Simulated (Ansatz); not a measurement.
# C₃H₇BFN: basis-set convergence

The task here is to estimate one member of a computed series from the others.

Method: one geometry, several basis sets; program: Ansatz 0.2.0, Gaussian basis.

Levels to be run: PBE0-D4/def2-SVP; ωB97M-V/def2-SVP; PBE0-D4/def2-QZVPP; ωB97M-V/def2-QZVPP; the functionals' def2-TZVPP values are taken from earlier runs.

## Structure used throughout

An earlier PBE0-D4 in a triple-zeta def2 set relaxation fixed the geometry.

SMILES `BC(=C)NCF`, 13 atoms, charge 0, spin multiplicity 1.

Atoms are counted from 1 here; the program's logs count them from 0.

Bond lengths: B1–C2 1.535 Å, B1–H7 1.193 Å, B1–H8 1.200 Å, C2–C3 1.350 Å, C2–N4 1.389 Å, C3–H9 1.081 Å, C3–H10 1.085 Å, N4–C5 1.395 Å, N4–H11 1.005 Å, C5–F6 1.401 Å, C5–H12 1.091 Å, C5–H13 1.094 Å. Angles: C2–B1–H7 119.4°, C2–B1–H8 120.5°, H7–B1–H8 120.0°, B1–C2–C3 117.6°, B1–C2–N4 118.9°, C3–C2–N4 123.4°, C2–C3–H9 118.9°, C2–C3–H10 123.7°, H9–C3–H10 117.4°, C2–N4–C5 123.4°, C2–N4–H11 116.0°, C5–N4–H11 117.6°, N4–C5–F6 113.2°, N4–C5–H12 110.0°, N4–C5–H13 110.3°, F6–C5–H12 106.6°, F6–C5–H13 106.0°, H12–C5–H13 110.6°.

As a file:

```xyz
13

B    -0.14425   -2.07982   -0.17555
C     0.15861   -0.59557    0.07327
C     1.42999   -0.26056    0.38151
N    -0.85642    0.33630   -0.10298
C    -0.66968    1.71156    0.04060
F     0.06484    2.28168   -1.00750
H     0.66791   -2.90147    0.12178
H    -1.17270   -2.41327   -0.69539
H     2.14005   -1.04720    0.59380
H     1.79344    0.76126    0.41103
H    -1.64998    0.02787   -0.63710
H    -1.63484    2.21990    0.05800
H    -0.10658    1.92441    0.95354
```

Set-up of the first run:

Input file in.yaml:

```yaml
crystal:
  periodic: [false, false, false]
  atoms:
    - {symbol: B, position_ang: [-0.144250, -2.079818, -0.175554]}
    - {symbol: C, position_ang: [0.158614, -0.595568, 0.073269]}
    - {symbol: C, position_ang: [1.429992, -0.260560, 0.381512]}
    - {symbol: N, position_ang: [-0.856418, 0.336302, -0.102983]}
    - {symbol: C, position_ang: [-0.669677, 1.711562, 0.040602]}
    - {symbol: F, position_ang: [0.064838, 2.281678, -1.007500]}
    - {symbol: H, position_ang: [0.667914, -2.901466, 0.121776]}
    - {symbol: H, position_ang: [-1.172703, -2.413270, -0.695394]}
    - {symbol: H, position_ang: [2.140048, -1.047195, 0.593798]}
    - {symbol: H, position_ang: [1.793438, 0.761260, 0.411031]}
    - {symbol: H, position_ang: [-1.649979, 0.027866, -0.637099]}
    - {symbol: H, position_ang: [-1.634835, 2.219896, 0.058003]}
    - {symbol: H, position_ang: [-0.106582, 1.924414, 0.953539]}
basis:
  gaussian: {orbitals: def2-SVP}
hamiltonian: {xc: pbe0, dispersion: d4}
output: {orbitals: {seedname: orbitals}}
```

Steps of the session up to this table: PBE0-D4 in def2-SVP; ωB97M-V in def2-SVP; PBE0-D4 in def2-QZVPP; ωB97M-V in def2-QZVPP.

One of the session's tables, all rows but one given; the rest of the session is left out.

It belongs to the step «Functionals by basis». 

```
functional       basis  HOMO (eV)  LUMO (eV)
   PBE0-D4    def2-SVP      -6.59      -1.89
   PBE0-D4  def2-TZVPP          ?          ?
   PBE0-D4  def2-QZVPP      -6.74      -2.01
   ωB97M-V    def2-SVP      -8.73       0.16
   ωB97M-V  def2-TZVPP      -8.87      -0.02
   ωB97M-V  def2-QZVPP      -8.90      -0.08
```

Q: Estimate the row for PBE0-D4, def2-TZVPP from the others.

As computed: HOMO (eV): -6.71; LUMO (eV): -1.99. In the column «HOMO (eV)» it lies between PBE0-D4, def2-QZVPP (-6.74) and PBE0-D4, def2-SVP (-6.59).
